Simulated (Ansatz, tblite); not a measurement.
# Sn9H16 ring disc (SiSn₈H₁₆): a ladder of methods and basis sets

Aim: run the singlet of Sn9H16 ring disc (SiSn₈H₁₆) at one geometry on many levels, and compare frontier levels, spin and run time.

Method: as each input shows; program: Ansatz 0.2.0, Gaussian basis.

The runs, in order: GFN1-xTB, GFN2-xTB, PBE-D4/def2-SVP, r2SCAN-D4/def2-SVP, MP2/def2-SVP, RPA/def2-SVP.

9 further runs of the same task are left out: 7 that didn't finish, 2 set aside as unsound or not needed. Runs told in other sessions of the task aren't counted.

**1. The geometry**

The geometry is that of the singlet, from an earlier relaxation (PBE-D4/def2-SVP).

25 atoms, charge 0, spin multiplicity 1.

Bond lengths: Si1–Sn5 2.595 Å, Si1–Sn6 2.595 Å, Si1–Sn7 2.596 Å, Si1–H10 1.514 Å, Sn2–Sn6 2.809 Å, Sn2–Sn8 2.810 Å, Sn2–H11 1.733 Å, Sn2–H12 1.736 Å, Sn3–Sn5 2.809 Å, Sn3–Sn9 2.810 Å, Sn3–H13 1.736 Å, Sn3–H14 1.733 Å, Sn4–Sn7 2.815 Å, Sn4–Sn8 2.815 Å, Sn4–Sn9 2.815 Å, Sn4–H15 1.742 Å, Sn5–H16 1.736 Å, Sn5–H17 1.736 Å and more. Angles: Sn5–Si1–Sn6 112.3°, Sn5–Si1–Sn7 111.1°, Sn5–Si1–H10 107.0°, Sn6–Si1–Sn7 111.2°, Sn6–Si1–H10 107.0°, Sn7–Si1–H10 107.8°, Sn6–Sn2–Sn8 110.2°, Sn6–Sn2–H11 109.5°, Sn6–Sn2–H12 109.7°, Sn8–Sn2–H11 109.2°, Sn8–Sn2–H12 110.9°, H11–Sn2–H12 107.3°, Sn5–Sn3–Sn9 110.1°, Sn5–Sn3–H13 109.8°, Sn5–Sn3–H14 109.5°, Sn9–Sn3–H13 110.9°, Sn9–Sn3–H14 109.1°, H13–Sn3–H14 107.3° and more.

Sn takes a core potential in the def2 sets. No spin-orbit coupling is included.

PBE0-D4/def2-SVP was run before; its log isn't repeated, and its numbers join the tables.

**2. GFN1-xTB**

Tight binding, by tblite at 300 K electronic temperature and without a spin-polarisation term:

```python
tblite.interface.Calculator('GFN1-xTB', numbers, positions, charge=0, uhf=0).singlepoint()
```

Energy -831.8441 eV, HOMO -10.59 eV, LUMO -7.74 eV; 0.026 s.

**3. GFN2-xTB**

Tight binding, by tblite at 300 K electronic temperature and without a spin-polarisation term:

```python
tblite.interface.Calculator('GFN2-xTB', numbers, positions, charge=0, uhf=0).singlepoint()
```

Energy -728.2641 eV, HOMO -10.60 eV, LUMO -8.55 eV; 0.034 s.

**4. PBE-D4/def2-SVP**

start.molden holds the orbitals of an earlier run on this state, given as this run's starting guess.

Input file in.yaml:

```yaml
crystal:
  periodic: [false, false, false]
  atoms:
    - {symbol: Si, position_ang: [-1.543608, -1.546168, 1.249327]}
    - {symbol: Sn, position_ang: [1.739131, -1.742505, -1.827381]}
    - {symbol: Sn, position_ang: [-1.745659, 1.733210, -1.829335]}
    - {symbol: Sn, position_ang: [1.598569, 1.606128, 1.313443]}
    - {symbol: Sn, position_ang: [-3.128861, -0.083637, -0.193180]}
    - {symbol: Sn, position_ang: [-0.077542, -3.128212, -0.193135]}
    - {symbol: Sn, position_ang: [-0.083023, -0.079361, 2.815289]}
    - {symbol: Sn, position_ang: [3.289393, 0.015895, -0.278346]}
    - {symbol: Sn, position_ang: [0.004089, 3.292037, -0.279340]}
    - {symbol: H, position_ang: [-2.419784, -2.423549, 2.118910]}
    - {symbol: H, position_ang: [0.867955, -0.835992, -3.020059]}
    - {symbol: H, position_ang: [2.746647, -2.875317, -2.673566]}
    - {symbol: H, position_ang: [-2.878168, 2.736137, -2.681176]}
    - {symbol: H, position_ang: [-0.831161, 0.863186, -3.016781]}
    - {symbol: H, position_ang: [2.560864, 2.568695, 2.400476]}
    - {symbol: H, position_ang: [-4.146947, -1.110648, -1.153188]}
    - {symbol: H, position_ang: [-4.159540, 0.819576, 0.872075]}
    - {symbol: H, position_ang: [-1.103514, -4.144909, -1.155833]}
    - {symbol: H, position_ang: [0.823859, -4.160469, 0.872050]}
    - {symbol: H, position_ang: [0.867587, -1.107341, 3.841838]}
    - {symbol: H, position_ang: [-1.115387, 0.870123, 3.838591]}
    - {symbol: H, position_ang: [4.327147, -0.916244, 0.755631]}
    - {symbol: H, position_ang: [4.309898, 1.004731, -1.276410]}
    - {symbol: H, position_ang: [-0.930964, 4.327960, 0.753623]}
    - {symbol: H, position_ang: [0.991220, 4.314174, -1.277425]}
basis:
  gaussian: {orbitals: def2-SVP, initial_orbitals: start.molden}
hamiltonian: {xc: pbe, dispersion: d4}
scf: {omitted_lower_state_checks: [starts]}
output: {orbitals: {seedname: orbitals}}
```

Command:

```sh
ansatz run in.yaml --threads 4 --pin off --events-out ev --progress --plain --max-ram 6963MiB
```

After this run come: r2SCAN-D4/def2-SVP; MP2/def2-SVP; RPA/def2-SVP.

**Question.** What will the summary of the whole plan be? Wanted: gap in def2-SVP, named functionals, smallest and largest; correlation energy, MP2/def2-SVP; binding an atom, functionals in def2-SVP.

As calculated:

| quantity | value |
| --- | --- |
| gap in def2-SVP, named functionals, smallest and largest | 3.94 eV (PBE-D4), 5.59 eV (PBE0-D4) |
| correlation energy, MP2/def2-SVP | -27.37 eV |
| binding an atom, functionals in def2-SVP | 2.43 (PBE0-D4) to 2.44 eV (r2SCAN-D4) |

**Reading.** Over the named functionals in def2-SVP the gap runs from 3.94 eV (PBE-D4) to 5.59 eV (PBE0-D4); exact exchange widens it.
